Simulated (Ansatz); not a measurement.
**Ti3Sn: properties at the relaxed cell**

An exercise on one series of results from a longer session: the logs are not shown, and one member is left open.

Computed with Ansatz 0.2.0 (DFT PBEsol, scalar-relativistic, plane waves, PAW, unless a step's input says otherwise).

1 further run of the same task is left out (set aside as unsound or not needed).

### The system as given

Symmetry: P6_3/mmc, No. 194, hexagonal system. Conventional cell: a = 5.839 Å, b = 5.839 Å, c = 4.700 Å, α = 90.00°, β = 90.00°, γ = 120.00°. Ti (site symmetry mm2) is surrounded by 8 Ti at 2.88 to 2.96 Å and 4 Sn at 2.91 to 2.92 Å. Around Sn (site symmetry -6m2) lie 12 Ti at 2.91 to 2.92 Å.

Coordinates:

```cif
data_structure
_symmetry_space_group_name_H-M 'P 1'
_symmetry_Int_Tables_number 1
_cell_length_a 5.8393
_cell_length_b 5.8393
_cell_length_c 4.7003
_cell_angle_alpha 90.000
_cell_angle_beta 90.000
_cell_angle_gamma 120.000
_cell_volume 138.80
loop_
_atom_site_label
_atom_site_type_symbol
_atom_site_fract_x
_atom_site_fract_y
_atom_site_fract_z
_atom_site_occupancy
Ti1 Ti 0.16416 0.32833 0.75000 1
Ti2 Ti 0.67167 0.83584 0.75000 1
Ti3 Ti 0.16416 0.83584 0.75000 1
Ti4 Ti 0.83584 0.67167 0.25000 1
Ti5 Ti 0.32833 0.16416 0.25000 1
Ti6 Ti 0.83584 0.16416 0.25000 1
Sn1 Sn 0.66667 0.33333 0.75000 1
Sn2 Sn 0.33333 0.66667 0.25000 1
```

It goes back to an entry of the Materials Project.

It is the result of an earlier relaxation at this level (volume 17.35 Å³/atom; gap on the mesh: none (metal)).

Set-up of the first run:

Input file input.yaml:

```yaml
crystal:
  lattice:
    - [5.8393348567, 0.0, 0.0]
    - [-2.9196674284, 5.0570123271, 0.0]
    - [0.0, 0.0, 4.7003421376]
  atoms:
    - { symbol: Ti, position: [0.1641639949, 0.3283279897, 0.75] }
    - { symbol: Ti, position: [0.6716720103, 0.8358360051, 0.75] }
    - { symbol: Ti, position: [0.1641639949, 0.8358360051, 0.75] }
    - { symbol: Ti, position: [0.8358360051, 0.6716720103, 0.25] }
    - { symbol: Ti, position: [0.3283279897, 0.1641639949, 0.25] }
    - { symbol: Ti, position: [0.8358360051, 0.1641639949, 0.25] }
    - { symbol: Sn, position: [0.6666666667, 0.3333333333, 0.75] }
    - { symbol: Sn, position: [0.3333333333, 0.6666666667, 0.25] }
basis:
  ecutwfc: 420
kpoints:
  mp_grid: { grid: [6, 6, 8] }
  band_path:
    path:
      - [[0.0, 0.0, 0.0], [0.5, 0.0, 0.0], [0.33333333, 0.33333333, 0.0], [0.0, 0.0, 0.0], [0.0, 0.0, 0.5], [0.5, 0.0, 0.5], [0.33333333, 0.33333333, 0.5], [0.0, 0.0, 0.5]]
      - [[0.5, 0.0, 0.5], [0.5, 0.0, 0.0]]
      - [[0.33333333, 0.33333333, 0.5], [0.33333333, 0.33333333, 0.0]]
    npoints: 14
hamiltonian:
  xc: pbesol
scf:
  occupations: { method: gaussian, width: 0.1 }
  n_extra_bands: 20
output:
  forces: true
  stress: true
  eigenvalues: true
  populations: true
  dos: { projected: true, de: 0.02, nscf_kmesh: { grid: [9, 9, 12] } }
  bader: true
  write_density: true
  write_potential: true
  elf: true
  volumetric_format: npy
```

Launch:

```
ansatz run input.yaml --threads 2 --pin off --max-ram 5120MiB --backend cpu --events-out ev --progress --plain --runs-dir out
```

Among the steps run: Bands, states and charges; Point at V/V0 = 0.97; Point at V/V0 = 1.03; Point at V/V0 = 0.94; The cell scaled to 1.06 of its volume.

One of the session's tables, all rows but one given; the rest of the session is left out.

It belongs to the step «Equation of state». 

```
volume (Å³/atom)  energy above the lowest point (meV/atom)  pressure (GPa)
          16.309                                      27.3            8.89
          16.829                                         ?               ?
          17.350                                       0.0            0.03
          17.870                                       5.9           -3.48
          18.391                                      22.3           -6.51
```

Q: Estimate the row for volume (Å³/atom) = 16.829 from the others.

Worked estimate for «energy above the lowest point (meV/atom)». A straight line through the neighbours (16.309, 27.3) and (17.350, 0.0) gives 27.3 + (0.0 − 27.3) × (16.829 − 16.309) / (17.350 − 16.309) = 13.7; a parabola fitted to 3 rows on both sides gives 7.1.

As computed: energy above the lowest point (meV/atom): 6.5; pressure (GPa): 4.13. In «energy above the lowest point (meV/atom)» the line misses by +7.2 and the parabola by +0.6.
